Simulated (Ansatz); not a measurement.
# LuAl2Sn2: the cost of one run

Computed with Ansatz 0.2.0 (reference: DFT PBEsol, plane waves, PAW, scalar-relativistic, no spin polarisation, unless a step's input says otherwise).

1 further run of the same task is left out (it didn't finish).

### 1 The structure to begin with

Symmetry: P-3m1, No. 164, trigonal system. The conventional cell has a = 4.358 Å, b = 4.358 Å, c = 6.930 Å, α = 90.00°, β = 90.00°, γ = 120.00°. Al (site symmetry 3m) is surrounded by 4 Sn at 2.62 to 2.70 Å. Lu (site symmetry -3m) has 6 Sn at 3.06 Å as nearest neighbours. Sn (site symmetry 3m) has 4 Al at 2.62 to 2.70 Å as nearest neighbours.

Coordinates:

```
Al Lu Sn
1.0
     4.35791    0.00000    0.00000
    -2.17896    3.77407    0.00000
     0.00000    0.00000    6.92971
Al Lu Sn
2 1 2
Direct
  0.33330 0.66670 0.64150
  0.66670 0.33330 0.35850
  0.00000 0.00000 0.00000
  0.33330 0.66670 0.25137
  0.66670 0.33330 0.74863
```

### 2 The reference run

Input file input.yaml:

```yaml
crystal:
  lattice:
    - [4.357913, 0.0, 0.0]
    - [-2.178956, 3.774068, 0.0]
    - [0.0, 0.0, 6.92971]
  atoms:
    - { symbol: Al, position: [0.3333, 0.6667, 0.6415] }
    - { symbol: Al, position: [0.6667, 0.3333, 0.3585] }
    - { symbol: Lu, position: [0.0, 0.0, 0.0] }
    - { symbol: Sn, position: [0.3333, 0.6667, 0.25137] }
    - { symbol: Sn, position: [0.6667, 0.3333, 0.74863] }
  symmetry: { tolerance: 0.0003 }
kpoints:
  mp_grid: { grid: [5, 5, 3], shift: [0, 0, 0] }
magnetization:
  spin_polarized: false
scf:
  occupations: { method: fermi_dirac }
hamiltonian:
  pseudopotentials: { kind: paw }
  xc: pbesol
basis:
  ecutwfc: 420
output:
  forces: true
  stress: true
  eigenvalues: true
```

Command:

```
$ ansatz run input.yaml --threads 1 --pin off --max-ram 2560MiB --backend cpu --events-out ev --progress --plain --runs-dir out
```

Q: Estimate wall time and peak memory on 1 thread of AMD EPYC 9R45 (Zen 5), shared host.

About 1.6 s, with a peak of 0.45 GiB.
